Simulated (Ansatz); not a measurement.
Crystal: Cu3O2.

```
Cu O
1.0
    -2.02298    2.02298    3.67362
     2.02298   -2.02298    3.67362
     2.02298    2.02298   -3.67362
Cu O
3 2
Cartesian
  0.0000 0.0000 0.0000
  0.0000 2.0230 1.8368
  2.0230 0.0000 1.8368
  0.0000 2.0230 0.0000
  2.0230 0.0000 0.0000
```

The cell comes from a database or a generator and needn't be the stable form of this composition.

```yaml
Program: Ansatz 0.2.0
Task: relaxation of cell and atoms
Functional: LDA
Potentials_or_basis: Ansatz PAW
Cutoff: "420 eV (not typed: the program's choice for these potentials)"
k_mesh: 9 × 9 × 9
Occupations: fermi-dirac, width 0.05 eV
Spin: no spin polarisation
```

At the start: volume 12.03 Å³/atom.

Task: Where does the relaxation end?

Result: It ends after 8 steps and the volume is 10.98 Å³/atom (-8.7 %); space group I4/mmm (No. 139, to 0.05 Å).

The path:
| step | energy change (eV) | largest force (eV/Å) | volume (Å³) |
| --- | --- | --- | --- |
| 1 | 0.0000 | 0.0000 | 60.14 |
| 2 | -0.1515 | 0.0000 | 57.57 |
| 3 | -0.2135 | 0.0000 | 54.62 |
| 4 | -0.2131 | 0.0000 | 55.07 |
| 5 | -0.2131 | 0.0000 | 55.07 |
| 6 | -0.1986 | 0.0000 | 55.07 |
| 7 | -0.1996 | 0.0000 | 54.90 |
| 8 | -0.1989 | 0.0000 | 54.90 |

Final structure:
```cif
data_structure
_symmetry_space_group_name_H-M 'P 1'
_symmetry_Int_Tables_number 1
_cell_length_a 4.5320
_cell_length_b 4.5320
_cell_length_c 4.5320
_cell_angle_alpha 128.888
_cell_angle_beta 128.888
_cell_angle_gamma 75.191
_cell_volume 54.90
loop_
_atom_site_label
_atom_site_type_symbol
_atom_site_fract_x
_atom_site_fract_y
_atom_site_fract_z
_atom_site_occupancy
Cu1 Cu 0.00000 0.00000 0.00000 1
Cu2 Cu 0.75000 0.25000 0.50000 1
Cu3 Cu 0.25000 0.75000 0.50000 1
O1 O 0.50000 0.00000 0.50000 1
O2 O 0.00000 0.50000 0.50000 1
```

Caveat: the plane-wave basis is chosen anew once the cell has moved, so the energies of steps on either side of that aren't comparable; the pressure holds a Pulay correction of +0.7 GPa for the finite cutoff; an odd number of electrons without spin polarisation forces a metal; a magnetic or distorted state may lie lower; the run has no spin polarisation, though such a crystal can be magnetic; the PAW data sets come from PBE, with cores solved anew for the run's functional, which leaves a small shift of forces and pressure.
